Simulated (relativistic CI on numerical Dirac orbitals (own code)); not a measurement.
**Pm³¹⁺: one ion under different settings**

How much do the settings matter for Pm³¹⁺? One ion, several inputs.

Method: Dirac-Coulomb-Breit CI, KLI orbitals optimised for each configuration, model QED (radiative potential, 1s self-energy scaled to tabulated hydrogen-like ionisation energies), numerical settings as typed. Code: relativistic CI on numerical Dirac orbitals (own code) version 3.

### 1 The atom as given

- ion: Pm³¹⁺ (Pm XXXII)
- nuclear charge: 61
- electrons: 30
- isotope: A = 145

### 2 Usual settings

Input settings:

```ini
atom Pm  Z=61  charge=31  electrons=30
nucleus A=145  rms_radius_fm=4.9620
hamiltonian dirac-coulomb  breit=on  qed=on  c_scale=1
orbitals kli  potential=per-configuration
slater_scale 1
correlation none
mixing on
grid step=0.0125 r_max=4.7
scf mixing=0.4 start=green max_iterations=150 tolerance=2e-08 node_fill=0.05
configurations
  [Ar] 3d10 4s2
end
```

Command:

```console
$ python run_levels.py task.json out
```

The settings of every run stand in task.json; they run in order.

### 3 Node fill 0.01, speed-of-light factor 1.25, QED terms off

Input settings:

```ini
atom Pm  Z=61  charge=31  electrons=30
nucleus A=145  rms_radius_fm=4.9620
hamiltonian dirac-coulomb  breit=on  qed=off  c_scale=1.25
orbitals kli  potential=per-configuration
slater_scale 1
correlation none
mixing on
grid step=0.0125 r_max=4.7
scf mixing=0.4 start=green max_iterations=150 tolerance=2e-08 node_fill=0.01
configurations
  [Ar] 3d10 4s2
end
```

### 4 QED terms off, node fill 0.2, iteration limit 20

Input settings:

```ini
atom Pm  Z=61  charge=31  electrons=30
nucleus A=145  rms_radius_fm=4.9620
hamiltonian dirac-coulomb  breit=on  qed=off  c_scale=1
orbitals kli  potential=per-configuration
slater_scale 1
correlation none
mixing on
grid step=0.0125 r_max=4.7
scf mixing=0.4 start=green max_iterations=20 tolerance=2e-08 node_fill=0.2
configurations
  [Ar] 3d10 4s2
end
```

### 5 Speed-of-light factor 10, tolerance 1e-06, grid step 0.03

Input settings:

```ini
atom Pm  Z=61  charge=31  electrons=30
nucleus A=145  rms_radius_fm=4.9620
hamiltonian dirac-coulomb  breit=on  qed=on  c_scale=10
orbitals kli  potential=per-configuration
slater_scale 1
correlation none
mixing on
grid step=0.03 r_max=4.7
scf mixing=0.4 start=green max_iterations=150 tolerance=1e-06 node_fill=0.05
configurations
  [Ar] 3d10 4s2
end
```

### 6 Grid step 0.008, speed-of-light factor 2

Input settings:

```ini
atom Pm  Z=61  charge=31  electrons=30
nucleus A=145  rms_radius_fm=4.9620
hamiltonian dirac-coulomb  breit=on  qed=on  c_scale=2
orbitals kli  potential=per-configuration
slater_scale 1
correlation none
mixing on
grid step=0.008 r_max=4.7
scf mixing=0.4 start=green max_iterations=150 tolerance=2e-08 node_fill=0.05
configurations
  [Ar] 3d10 4s2
end
```

(Steps that only read results are left out.)

**Question.** What will these runs give? Wanted: lowest level, usual settings; total energy.

As calculated:

| setting | total energy less usual (Ha) | largest shift of a level among the lowest eight of both runs, same label and place (cm⁻¹) | SCF iterations | time | lowest level | kind of change |
| --- | --- | --- | --- | --- | --- | --- |
| usual | 0 | 0 | 10 | 0.085 s | 4s2 1S0 | - |
| node fill 0.01, speed-of-light factor 1.25, QED terms off | 131 | - | 10 | 0.04 s | 4s2 1S0 | unphysical constant |
| QED terms off, node fill 0.2, iteration limit 20 | -5.89 | - | 10 | 0.043 s | 4s2 1S0 | model term |
| speed-of-light factor 10, tolerance 1e-06, grid step 0.03 | 350 | - | 9 | 0.035 s | 4s2 1S0 | unphysical constant |
| grid step 0.008, speed-of-light factor 2 | 271 | - | 10 | 0.14 s | 4s2 1S0 | unphysical constant |

| quantity | value |
| --- | --- |
| lowest level, usual settings | 4s2 1S0 |
| total energy | -9495.6089 Ha |

In words: Only the listed configurations are in the model.
